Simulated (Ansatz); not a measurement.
# Cl3H2NSn: the cost of one run

Program: Ansatz 0.2.0. Level of theory: RKS B3LYP-D4/def2-SVP. These are calculated values, not measurements.

## 1. The starting structure

Bond lengths: Sn1–Cl2 2.816 Å, Sn1–N3 2.038 Å, Sn1–Cl5 2.342 Å, Sn1–Cl6 2.302 Å, N3–H7 1.019 Å. Angles: Cl2–Sn1–N3 72.2°, Cl2–Sn1–Cl5 117.2°, Cl2–Sn1–Cl6 108.5°, N3–Sn1–Cl5 125.8°, N3–Sn1–Cl6 118.3°, Cl5–Sn1–Cl6 108.7°, Sn1–N3–H7 112.2°.

As a file:

```xyz
7

Sn   -0.0151    0.4035    0.6855
Cl   -1.7847    0.0050   -1.4689
N     0.7558   -1.0728   -0.4888
H    -0.3087   -0.9334   -1.2850
Cl    0.8795    2.5511    0.9529
Cl   -1.0868   -0.1981    2.6319
H     1.5600   -0.7553   -1.0276
```

## 2. Pulling towards end A

Springs on the bonds that form and break draw the guess towards this end; the thresholds are loose.

File input.yaml:

```yaml
crystal:
  periodic: [false, false, false]
  atoms:
    - { symbol: Sn, position_ang: [-0.0151, 0.4035, 0.6855] }
    - { symbol: Cl, position_ang: [-1.7847, 0.005, -1.4689] }
    - { symbol: "N", position_ang: [0.7558, -1.0728, -0.4888] }
    - { symbol: H, position_ang: [-0.3087, -0.9334, -1.285] }
    - { symbol: Cl, position_ang: [0.8795, 2.5511, 0.9529] }
    - { symbol: Cl, position_ang: [-1.0868, -0.1981, 2.6319] }
    - { symbol: H, position_ang: [1.56, -0.7553, -1.0276] }
basis:
  gaussian: { orbitals: def2-SVP }
hamiltonian:
  xc: b3lyp
  dispersion: d4
relax:
  f_tol: 0.15
  max_steps: 25
  restrain:
    - { distance: [3, 1], at: 2.63, k: 30.0 }
    - { distance: [0, 1], at: 2.41, k: 30.0 }
    - { distance: [3, 2], at: 1.02, k: 30.0 }
output:
  orbitals: {}
```

The run is started by

```sh
ansatz run input.yaml --threads 2 --pin off --max-ram 3072MiB --backend cpu --events-out ev --progress --plain --runs-dir out
```

Q: Estimate wall time and peak memory on 2 threads of Intel Xeon 6975P-C (Granite Rapids), shared host.

About 24 s, with a peak of 0.28 GiB.
